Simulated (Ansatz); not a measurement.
# C2H6BGaS: one species, many methods

The task here is to estimate one member of a computed series from the others.

Computed with Ansatz 0.2.0, Gaussian basis. Level: functionals in def2-TZVPP, the program's frozen cores in correlated methods.

The runs, in order: LDA (SPW92), PBE-D4, revPBE-D4, BLYP-D4, r2SCAN-D4, B97M-V, PBE0-D4, B3LYP-D4, r2SCANh-D4, r2SCAN0-D4, HSE06-D4, BHLYP-D4, CAM-B3LYP-D4, LC-ωPBE, ωB97X-V, ωB97M-V, B2PLYP, PBE-QIDH; CCSD(T)/def2-SVP; CCSD(T)/def2-TZVPP; MP2/def2-QZVPP; extrapolation to the limit; RPA on PBE.

### Structure used throughout

The geometry comes from an earlier relaxation with PBE0-D4 in a triple-zeta def2 set; it is a stationary point, not always the lowest conformer.

SMILES `[CH3][GaH][B]1CS1`, 11 atoms, charge 0, spin multiplicity 1.

Atoms are counted from 1 here; the program's logs count them from 0.

Bond lengths: C1–Ga2 1.970 Å, C1–H6 1.090 Å, C1–H7 1.093 Å, C1–H8 1.094 Å, Ga2–B3 2.055 Å, Ga2–H9 1.577 Å, B3–C4 1.546 Å, B3–S5 1.758 Å, C4–S5 1.836 Å, C4–H10 1.086 Å, C4–H11 1.086 Å. Angles: Ga2–C1–H6 113.1°, Ga2–C1–H7 110.0°, Ga2–C1–H8 109.2°, H6–C1–H7 109.0°, H6–C1–H8 108.5°, H7–C1–H8 106.8°, C1–Ga2–B3 122.6°, C1–Ga2–H9 117.7°, B3–Ga2–H9 119.7°, Ga2–B3–C4 151.2°, Ga2–B3–S5 141.6°, C4–B3–S5 67.2°, B3–C4–S5 61.9°, B3–C4–H10 120.5°, B3–C4–H11 120.5°, S5–C4–H10 114.8°, S5–C4–H11 114.8°, H10–C4–H11 113.7° and more.

Coordinates:

```xyz
11
C2H6BGaS
C    -2.1598   -0.1266    0.8459
Ga   -0.2400    0.2418    1.0928
B     1.0782    0.3491   -0.4799
C     2.0839   -0.3093   -1.4520
S     1.7479    1.4857   -1.6415
H    -2.4588   -0.1502   -0.2019
H    -2.7557    0.6256    1.3690
H    -2.4015   -1.0934    1.2982
H     0.2819    0.4566    2.5652
H     3.0904   -0.5515   -1.1223
H     1.7334   -0.9278   -2.2735
```

The first run:

in.yaml reads:

```yaml
crystal:
  periodic: [false, false, false]
  atoms:
    - {symbol: C, position_ang: [-2.159753, -0.126632, 0.845861]}
    - {symbol: Ga, position_ang: [-0.239997, 0.241828, 1.092844]}
    - {symbol: B, position_ang: [1.078214, 0.349069, -0.479887]}
    - {symbol: C, position_ang: [2.083886, -0.309290, -1.451967]}
    - {symbol: S, position_ang: [1.747935, 1.485657, -1.641520]}
    - {symbol: H, position_ang: [-2.458804, -0.150181, -0.201916]}
    - {symbol: H, position_ang: [-2.755679, 0.625572, 1.368995]}
    - {symbol: H, position_ang: [-2.401512, -1.093350, 1.298200]}
    - {symbol: H, position_ang: [0.281895, 0.456570, 2.565249]}
    - {symbol: H, position_ang: [3.090416, -0.551491, -1.122339]}
    - {symbol: H, position_ang: [1.733389, -0.927751, -2.273532]}
basis:
  gaussian: {orbitals: def2-TZVPP}
hamiltonian: {xc: lda}
output: {orbitals: {seedname: orbitals}}
```

Command:

```sh
> ansatz run in.yaml --threads 4 --pin off --events-out ev --progress --plain --max-ram 10444MiB
```

Among the steps run: LDA; PBE-D4 (GGA); revPBE-D4 (GGA); BLYP-D4 (GGA); r2SCAN-D4 (meta-GGA); B97M-V (meta-GGA); B3LYP-D4 (hybrid); r2SCANh-D4 (hybrid); r2SCAN0-D4 (hybrid); HSE06-D4 (hybrid); BHLYP-D4 (hybrid); CAM-B3LYP-D4 (range-separated); LC-ωPBE (range-separated); ωB97X-V (range-separated); ωB97M-V (range-separated); B2PLYP (double hybrid); PBE-QIDH (double hybrid).

One table of the session follows, with a row left open; its other results are not shown here.

| functional | HOMO (eV) | LUMO (eV) | gap (eV) |
| --- | --- | --- | --- |
| LDA (SPW92) | -6.44 | -2.49 | 3.96 |
| PBE-D4 | -6.31 | -2.26 | 4.05 |
| revPBE-D4 | -6.25 | -2.17 | 4.09 |
| BLYP-D4 | -6.14 | -2.14 | 4.00 |
| r2SCAN-D4 | -6.54 | -2.04 | 4.50 |
| B97M-V | -6.59 | -2.13 | 4.45 |
| PBE0-D4 | -7.44 | -1.43 | 6.01 |
| B3LYP-D4 | -7.21 | -1.69 | 5.52 |
| r2SCANh-D4 | -6.96 | -1.74 | 5.22 |
| r2SCAN0-D4 | -7.60 | -1.31 | 6.28 |
| HSE06-D4 | -7.05 | -1.80 | 5.25 |
| BHLYP-D4 | -8.42 | -0.70 | 7.73 |
| CAM-B3LYP-D4 | -8.72 | -0.55 | 8.17 |
| LC-ωPBE | -10.08 | 0.63 | 10.70 |
| ωB97X-V | -9.71 | 0.47 | 10.18 |
| ωB97M-V | ? | ? | ? |

**Question.** Estimate the row for ωB97M-V.

**Answer.** HOMO (eV): -9.55; LUMO (eV): 0.23; gap (eV): 9.78. In the column «HOMO (eV)» it lies between ωB97X-V (-9.71) and CAM-B3LYP-D4 (-8.72).
